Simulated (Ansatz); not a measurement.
What does this script print? It uses Ansatz 0.2.0, Python API.

The script reads `ch3cl2fsn.xyz`:
```text
8

C    -0.71140   -0.26190    0.93260
Sn    0.61740    0.08690   -0.68980
F     2.01350   -1.22430   -0.59270
Cl   -0.43500   -0.13180   -2.74520
Cl    1.53550    2.24770   -0.55020
H    -1.19120   -1.22060    0.84670
H    -0.20210   -0.10490    1.89250
H    -1.53460    0.55180    0.85030
```

`run_methods.py`:
```python
"""One geometry of CH3Cl2FSn, method by method."""

from pathlib import Path

import ansatz
import numpy as np

mol = ansatz.Crystal.molecule_from_extxyz("ch3cl2fsn.xyz")

base = mol.calculation().basis(gaussian="def2-SVP")

print("functional    E (Ha)        dipole (D)   HOMO (eV)  LUMO (eV)")
for name in ["lda", "revpbe", "r2scan", "pbe0", "lc_wpbe", "cam_b3lyp"]:
    data = base.functional(name).forces().orbitals().run(runs_dir="runs").report
    lines = Path(data["orbitals_path"]).read_text().splitlines()
    field_of = lambda key: [line.split("=")[1].strip() for line in lines if line.startswith(key)]
    orbitals = [(27.211386 * float(e), s, float(n)) for e, s, n in zip(field_of("Ene="), field_of("Spin="), field_of("Occup="))]
    homo = max(e for e, _, n in orbitals if n > 0.5)
    lumo = min(e for e, _, n in orbitals if n < 0.5)
    dipole = 4.803205 * np.linalg.norm(data["charge_distribution"]["dipole_moment_e_ang"])
    print(f"{name:10s} {data['free_energy_ev'] / 27.211386246:14.6f} {dipole:9.3f} {homo:11.3f} {lumo:10.3f}")
```

`python run_methods.py` gives:
```text
functional    E (Ha)        dipole (D)   HOMO (eV)  LUMO (eV)
lda          -1269.832521     3.281      -7.747     -3.241
revpbe       -1273.996015     3.189      -7.632     -2.914
r2scan       -1274.128783     3.357      -8.113     -2.882
pbe0         -1273.730074     3.334      -9.121     -2.131
lc_wpbe      -1273.872713     3.310     -11.854      0.138
cam_b3lyp    -1274.125835     3.278     -10.370     -1.012
```

What to keep in mind:
- Total energies depend on the basis set; only differences at equal settings carry meaning.
- The geometry is a force-field or estimated start, not a minimum of this method, and the basis set is short of its limit. A lower total doesn't mark the better method: functionals have no common bound, and MP2 and coupled cluster aren't variational.
- def2 sets replace the cores of elements past krypton by effective core potentials.
- Levels such as HOMO and LUMO are orbital energies: with these approximate functionals they aren't the ionisation energy and electron affinity, and their gap isn't the fundamental gap.
- The whole script took 36 s on 1 thread of Arm Neoverse V1 (shared host), peak memory 0.36 GiB.

(Lines on the test bed's own set-up are left out of the output.)
